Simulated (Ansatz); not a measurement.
Born–Oppenheimer molecular dynamics of a periodic cell of 20 atoms, BaSrInSbO6 (start crystal BaSrInSbO6, start structure F-43m, volume 1.1 times the crystal's). It starts from an unrelaxed structure (largest force component 0.29 eV/Å).

Theory: DFT LDA, scalar-relativistic, plane waves, PAW in Ansatz. Settings: cutoff 420 eV, k mesh 3x3x3, fermi-dirac smearing 0.3 eV, no spin polarisation.

```
ensemble        : NVT, Langevin thermostat
time step       : 0.75 fs
steps asked     : 200
set temperature : 3500 K
friction        : 0.02 /fs
seed            : 43873
```

Frames 7.5 fs apart, positions in Å, forces in eV/Å.

Velocities at 37.5 fs (Å/ps):

```
Ba -12.96 0.28 2.16
Sr -6.52 1.60 -6.33
In -0.28 9.78 -8.50
Sb -3.27 -7.08 6.49
O 10.93 4.61 29.98
O 10.16 8.32 12.02
O 5.06 2.11 -2.94
O -2.42 10.82 3.02
O 16.45 21.11 -8.40
O -8.22 -4.99 22.35
Ba -0.52 -0.31 -0.27
Sr 5.03 3.92 0.63
In 4.04 -4.27 0.71
Sb -2.89 2.51 3.52
O -23.14 14.37 -6.29
O 2.21 -8.07 -6.60
O -8.57 3.50 2.46
O 7.15 -4.17 5.63
O 0.82 -3.04 -5.21
O -12.05 -17.71 6.19
```

```xyz
20
Lattice="8.5921 4.2961 4.2961 4.2961 8.5921 4.2961 4.2961 4.2961 8.5921" Properties=species:S:1:pos:R:3:forces:R:3 time_fs=37.5 energy_less_start_eV=4.952 T=2935
Ba 1.750 2.022 2.220 2.15 0.24 0.03
Sr 6.407 6.343 6.148 -1.04 1.77 2.04
In -0.102 0.368 -0.143 2.74 -1.69 0.24
Sb 4.358 4.340 4.517 -2.11 -2.86 -3.90
O 10.763 8.381 8.787 2.05 0.45 0.34
O 6.599 4.830 4.536 -3.45 -1.87 -0.56
O 4.062 3.663 6.443 1.84 2.31 0.18
O 8.748 9.016 10.786 0.05 0.06 0.70
O 8.585 11.040 8.168 1.33 0.41 0.76
O 4.087 6.190 4.617 0.43 1.26 0.72
Ba 10.807 10.725 10.666 -1.32 0.06 0.23
Sr 15.190 15.174 15.014 -1.31 -1.63 -0.68
In 8.776 8.522 8.490 -2.03 0.97 4.09
Sb 12.889 12.928 12.981 0.98 -0.20 1.59
O 10.560 12.963 12.899 0.30 0.26 0.20
O 6.567 8.644 8.633 -1.63 -0.46 -0.02
O 8.759 8.491 6.595 -0.24 0.64 -4.33
O 12.694 12.571 11.091 0.56 0.09 -0.22
O 12.544 10.915 13.598 1.83 0.67 -2.22
O 8.918 6.284 8.522 -1.14 -0.49 0.80
20
Lattice="8.5921 4.2961 4.2961 4.2961 8.5921 4.2961 4.2961 4.2961 8.5921" Properties=species:S:1:pos:R:3:forces:R:3 time_fs=45 energy_less_start_eV=4.724 T=2779
Ba 1.657 2.002 2.230 2.25 -0.06 -0.38
Sr 6.373 6.359 6.117 -1.13 1.85 2.07
In -0.089 0.436 -0.213 1.00 -2.01 0.12
Sb 4.349 4.276 4.547 -1.19 0.70 -3.59
O 10.860 8.434 8.993 -0.32 -0.05 -0.44
O 6.591 4.798 4.586 -2.66 -2.24 -0.91
O 4.167 3.720 6.420 1.19 1.18 1.11
O 8.723 9.064 10.858 -0.14 0.04 0.13
O 8.685 11.146 8.184 1.17 -2.33 -0.07
O 4.072 6.115 4.714 0.89 1.45 0.37
Ba 10.824 10.710 10.639 -1.37 0.33 0.44
Sr 15.228 15.200 15.021 -0.81 -1.29 -0.21
In 8.780 8.514 8.503 -1.27 0.72 3.27
Sb 12.861 12.947 12.998 0.77 -2.19 0.74
O 10.463 13.061 12.846 1.72 0.02 0.37
O 6.588 8.550 8.553 -1.37 -0.06 0.20
O 8.701 8.535 6.547 0.02 0.43 -2.76
O 12.764 12.536 11.085 0.39 0.32 0.42
O 12.536 10.876 13.524 1.40 1.75 -1.44
O 8.832 6.214 8.544 -0.52 1.44 0.58
20
Lattice="8.5921 4.2961 4.2961 4.2961 8.5921 4.2961 4.2961 4.2961 8.5921" Properties=species:S:1:pos:R:3:forces:R:3 time_fs=52.5 energy_less_start_eV=4.092 T=2733
Ba 1.588 1.976 2.251 2.15 -0.24 -0.62
Sr 6.366 6.384 6.097 -0.68 1.33 1.12
In -0.061 0.491 -0.293 -0.54 -2.37 0.41
Sb 4.343 4.221 4.547 -0.16 5.06 -3.24
O 10.938 8.517 9.117 -1.58 -0.59 -0.95
O 6.477 4.660 4.588 -0.28 -1.32 -0.82
O 4.290 3.760 6.405 0.49 0.46 1.95
O 8.665 9.107 10.901 -0.26 -0.22 -0.11
O 8.782 11.136 8.253 0.96 -4.53 -1.00
O 4.164 6.142 4.753 0.76 0.22 0.17
Ba 10.838 10.691 10.595 -1.21 0.87 0.57
Sr 15.257 15.246 15.062 -0.43 -1.04 0.18
In 8.735 8.530 8.527 -1.11 0.70 2.05
Sb 12.848 12.964 13.025 0.46 -1.54 -0.74
O 10.483 13.111 12.804 2.05 0.00 0.60
O 6.584 8.511 8.501 -1.24 0.29 0.31
O 8.605 8.519 6.425 0.20 0.38 -0.31
O 12.842 12.530 11.096 0.24 0.72 0.54
O 12.589 10.918 13.373 0.25 1.06 -0.48
O 8.734 6.282 8.582 -0.09 0.77 0.36
20
Lattice="8.5921 4.2961 4.2961 4.2961 8.5921 4.2961 4.2961 4.2961 8.5921" Properties=species:S:1:pos:R:3:forces:R:3 time_fs=60 energy_less_start_eV=3.799 T=2525
Ba 1.561 1.933 2.265 1.91 -0.16 -0.66
Sr 6.339 6.441 6.048 -0.15 1.14 0.92
In -0.053 0.516 -0.362 0.05 -1.15 1.78
Sb 4.319 4.171 4.529 0.65 3.81 -3.18
O 10.941 8.552 9.104 -1.16 -0.90 -0.72
O 6.346 4.486 4.669 1.40 -0.59 -1.00
O 4.377 3.820 6.455 -0.39 -0.16 0.48
O 8.624 9.212 10.923 -0.25 -0.88 0.17
O 8.876 10.963 8.319 0.30 -1.49 -0.19
O 4.311 6.176 4.797 -0.30 -0.62 -0.05
Ba 10.845 10.690 10.578 -0.84 1.40 0.38
Sr 15.289 15.292 15.118 -0.32 -1.12 0.35
In 8.687 8.563 8.574 -1.31 0.67 1.25
Sb 12.847 12.981 13.056 0.49 0.52 -2.11
O 10.552 13.150 12.763 1.20 -0.02 0.64
O 6.548 8.496 8.518 -1.02 0.60 0.54
O 8.479 8.514 6.375 0.29 0.51 1.29
O 12.978 12.541 11.124 -0.14 0.97 -0.04
O 12.691 11.083 13.269 -0.71 -3.03 -0.17
O 8.636 6.331 8.576 0.28 0.50 0.32
20
Lattice="8.5921 4.2961 4.2961 4.2961 8.5921 4.2961 4.2961 4.2961 8.5921" Properties=species:S:1:pos:R:3:forces:R:3 time_fs=67.5 energy_less_start_eV=4.566 T=2300
Ba 1.544 1.893 2.279 1.73 0.08 -0.92
Sr 6.314 6.496 5.998 0.81 1.07 1.36
In -0.033 0.529 -0.399 0.65 -0.25 3.23
Sb 4.300 4.105 4.508 0.80 3.96 -2.29
O 10.838 8.581 9.044 0.51 -1.19 -0.28
O 6.266 4.357 4.757 1.80 -0.40 -1.23
O 4.448 3.860 6.545 -1.23 -1.20 -2.17
O 8.621 9.216 10.986 -0.31 -1.15 0.42
O 9.004 10.818 8.383 -0.37 -0.11 0.03
O 4.444 6.229 4.847 -1.89 -1.38 -0.74
Ba 10.867 10.694 10.566 -0.54 1.58 0.41
Sr 15.306 15.338 15.188 -0.27 -1.13 0.54
In 8.647 8.597 8.614 -1.48 0.11 0.73
Sb 12.861 13.001 13.083 0.14 0.37 -1.95
O 10.609 13.160 12.773 1.00 -0.21 0.65
O 6.485 8.435 8.575 -0.59 1.04 0.91
O 8.369 8.487 6.384 0.30 0.54 1.16
O 13.131 12.540 11.187 -0.66 1.00 -0.71
O 12.728 11.066 13.192 -0.92 -2.80 0.26
O 8.536 6.375 8.503 0.53 0.08 0.59
20
Lattice="8.5921 4.2961 4.2961 4.2961 8.5921 4.2961 4.2961 4.2961 8.5921" Properties=species:S:1:pos:R:3:forces:R:3 time_fs=75 energy_less_start_eV=5.760 T=1875
Ba 1.538 1.862 2.278 1.74 0.68 -1.02
Sr 6.277 6.529 5.944 3.20 1.44 2.70
In 0.003 0.557 -0.417 1.05 -1.59 2.60
Sb 4.311 4.039 4.491 0.97 4.09 -1.89
O 10.780 8.597 8.996 1.06 -1.41 0.07
O 6.269 4.298 4.880 1.64 -0.79 -1.77
O 4.459 3.883 6.544 -1.52 -1.81 -1.86
O 8.604 9.159 11.106 -0.12 -1.12 0.20
O 9.159 10.700 8.398 -0.84 0.80 0.10
O 4.589 6.162 4.913 -4.65 -1.52 -2.14
Ba 10.870 10.691 10.570 -0.22 1.34 0.37
Sr 15.318 15.365 15.250 -0.24 -1.13 0.51
In 8.610 8.630 8.617 -1.40 -0.78 0.30
Sb 12.857 13.029 13.085 -0.34 -1.18 -1.10
O 10.663 13.172 12.811 0.88 -0.58 0.43
O 6.419 8.432 8.639 -0.15 1.25 1.30
O 8.259 8.410 6.414 0.54 0.71 0.04
O 13.301 12.602 11.194 -1.52 0.26 -0.31
O 12.713 10.929 13.158 -0.87 0.88 0.59
O 8.419 6.362 8.416 0.77 0.45 0.87
20
Lattice="8.5921 4.2961 4.2961 4.2961 8.5921 4.2961 4.2961 4.2961 8.5921" Properties=species:S:1:pos:R:3:forces:R:3 time_fs=82.5 energy_less_start_eV=6.311 T=1989
Ba 1.539 1.840 2.269 2.02 1.72 -0.87
Sr 6.260 6.530 5.905 3.15 1.65 2.57
In 0.065 0.597 -0.449 1.36 -3.85 0.91
Sb 4.349 4.014 4.461 0.51 3.51 -1.72
O 10.766 8.597 8.948 1.27 -1.51 0.33
O 6.357 4.278 4.954 1.28 -1.16 -2.36
O 4.463 3.916 6.420 -1.61 -1.72 1.03
O 8.615 9.012 11.180 0.19 -0.80 -0.75
O 9.188 10.597 8.428 -0.70 2.18 0.09
O 4.589 6.007 4.875 -4.30 -0.66 -1.97
Ba 10.865 10.692 10.569 -0.06 0.88 0.20
Sr 15.313 15.377 15.288 -0.21 -1.04 0.34
In 8.583 8.650 8.623 -1.38 -2.00 -0.04
Sb 12.843 13.032 13.068 -0.07 -1.48 -0.25
O 10.731 13.213 12.868 0.11 -1.01 -0.06
O 6.338 8.409 8.774 -0.05 1.29 1.23
O 8.163 8.296 6.486 0.77 1.10 -0.96
O 13.412 12.686 11.115 -2.20 -0.87 0.46
O 12.682 10.877 13.136 -1.07 3.04 0.84
O 8.341 6.341 8.377 1.00 0.73 1.00
20
Lattice="8.5921 4.2961 4.2961 4.2961 8.5921 4.2961 4.2961 4.2961 8.5921" Properties=species:S:1:pos:R:3:forces:R:3 time_fs=90 energy_less_start_eV=6.657 T=2750
Ba 1.515 1.814 2.259 2.19 2.57 -0.43
Sr 6.242 6.520 5.872 1.83 1.23 1.50
In 0.144 0.629 -0.482 0.76 -2.60 1.32
Sb 4.381 3.983 4.431 -0.65 1.22 -1.54
O 10.721 8.528 8.900 1.17 -1.15 0.65
O 6.460 4.262 4.993 0.73 -1.14 -2.67
O 4.449 3.950 6.352 -1.36 -2.29 2.60
O 8.587 8.841 11.207 0.54 -0.24 -2.05
O 9.051 10.568 8.377 -0.02 2.74 0.38
O 4.452 5.815 4.849 -2.10 2.60 -0.89
Ba 10.868 10.715 10.569 0.00 0.26 -0.05
Sr 15.328 15.385 15.346 -0.36 -1.06 0.03
In 8.548 8.648 8.633 -1.07 -2.79 -0.01
Sb 12.820 13.041 13.070 0.38 -1.14 0.13
O 10.753 13.261 12.882 -0.24 -1.31 -0.32
O 6.224 8.463 8.962 0.09 1.24 0.81
O 8.104 8.171 6.580 0.61 1.47 -1.48
O 13.502 12.663 11.003 -2.60 -1.16 1.06
O 12.638 10.948 13.118 -0.99 1.45 -0.02
O 8.267 6.366 8.378 1.09 0.10 0.96
20
Lattice="8.5921 4.2961 4.2961 4.2961 8.5921 4.2961 4.2961 4.2961 8.5921" Properties=species:S:1:pos:R:3:forces:R:3 time_fs=97.5 energy_less_start_eV=6.842 T=3395
Ba 1.509 1.788 2.256 1.78 2.44 -0.22
Sr 6.221 6.510 5.883 1.00 0.31 0.63
In 0.188 0.657 -0.517 -0.25 0.00 2.83
Sb 4.398 3.946 4.394 -1.28 1.29 0.43
O 10.674 8.444 8.813 0.51 -0.68 0.73
O 6.557 4.180 5.023 -0.34 -0.12 -2.89
O 4.433 3.923 6.427 -1.06 -2.43 0.28
O 8.566 8.647 11.175 0.79 0.46 -2.79
O 8.846 10.683 8.387 0.40 -0.81 0.46
O 4.199 5.708 4.814 -0.08 4.18 -0.19
Ba 10.883 10.734 10.558 -0.12 -0.20 0.35
Sr 15.370 15.364 15.414 -0.53 -1.21 -0.19
In 8.500 8.647 8.639 -0.16 -2.37 -0.18
Sb 12.816 13.065 13.077 -1.29 -0.43 0.39
O 10.737 13.302 12.839 -0.01 -1.11 -0.23
O 6.051 8.582 9.230 1.86 1.02 0.28
O 8.069 8.119 6.556 0.24 1.97 -0.45
O 13.536 12.545 10.925 -2.42 -0.01 1.55
O 12.507 11.088 13.174 -0.08 -1.78 -1.43
O 8.216 6.422 8.439 1.05 -0.50 0.64
20
Lattice="8.5921 4.2961 4.2961 4.2961 8.5921 4.2961 4.2961 4.2961 8.5921" Properties=species:S:1:pos:R:3:forces:R:3 time_fs=105 energy_less_start_eV=7.807 T=2951
Ba 1.528 1.786 2.239 1.60 2.41 -0.14
Sr 6.224 6.519 5.910 1.12 -0.35 0.04
In 0.216 0.676 -0.543 -0.65 0.51 2.83
Sb 4.380 3.923 4.362 -2.26 7.63 1.27
O 10.658 8.314 8.745 0.17 -0.35 0.56
O 6.598 4.113 4.992 -1.06 0.87 -2.88
O 4.390 3.784 6.530 -0.62 -1.28 -1.43
O 8.521 8.460 11.074 0.92 0.99 -1.44
O 8.710 10.796 8.419 0.65 -7.03 0.15
O 3.963 5.760 4.798 1.87 0.72 -1.01
Ba 10.896 10.763 10.545 -0.81 -0.37 1.45
Sr 15.397 15.326 15.505 -0.85 -1.47 -0.40
In 8.440 8.611 8.617 0.69 -1.39 0.06
Sb 12.806 13.099 13.079 -2.78 0.03 0.19
O 10.757 13.256 12.762 0.08 -0.83 -0.19
O 5.895 8.695 9.507 3.50 0.86 -0.11
O 8.035 8.154 6.467 -0.42 1.91 0.81
O 13.561 12.478 10.876 -2.41 1.01 1.97
O 12.470 11.141 13.199 0.42 -2.73 -1.89
O 8.137 6.503 8.539 0.82 -1.12 0.17
20
Lattice="8.5921 4.2961 4.2961 4.2961 8.5921 4.2961 4.2961 4.2961 8.5921" Properties=species:S:1:pos:R:3:forces:R:3 time_fs=112.5 energy_less_start_eV=7.656 T=3158
Ba 1.569 1.819 2.229 1.59 2.23 -0.04
Sr 6.262 6.528 5.951 0.86 -0.48 -0.29
In 0.252 0.703 -0.571 -1.36 -0.56 1.28
Sb 4.355 3.936 4.336 -2.64 4.16 0.22
O 10.658 8.180 8.717 0.74 -0.07 0.21
O 6.546 4.014 4.898 -1.50 1.91 -2.80
O 4.387 3.569 6.624 -0.09 1.10 -1.18
O 8.559 8.345 10.965 0.79 0.85 0.45
O 8.665 10.708 8.512 0.55 -3.44 0.28
O 3.841 5.883 4.821 3.31 -1.69 -1.94
Ba 10.891 10.807 10.541 -1.63 -0.74 3.01
Sr 15.406 15.292 15.579 -1.50 -1.63 -0.64
In 8.410 8.595 8.598 1.13 -0.33 0.34
Sb 12.792 13.133 13.083 -2.73 -0.46 -0.17
O 10.742 13.152 12.688 0.98 -0.34 -0.08
O 5.794 8.887 9.688 3.72 0.50 -0.48
O 7.987 8.247 6.358 -1.08 1.09 1.57
O 13.602 12.471 10.923 -2.31 1.40 2.17
O 12.403 11.052 13.154 1.17 -1.44 -1.53
O 8.113 6.598 8.666 0.00 -2.08 -0.39
```

Of the whole run (150 fs, mean temperature of the second half 3197 K): A run of 0.15 ps of so small a system gives no equilibrium averages. Limits of this set-up: coarse k mesh.

The run took 21 min on 4 threads of Intel(R) Xeon(R) Platinum 8488C (Sapphire Rapids), on a shared host, peak memory 1.8 GiB.
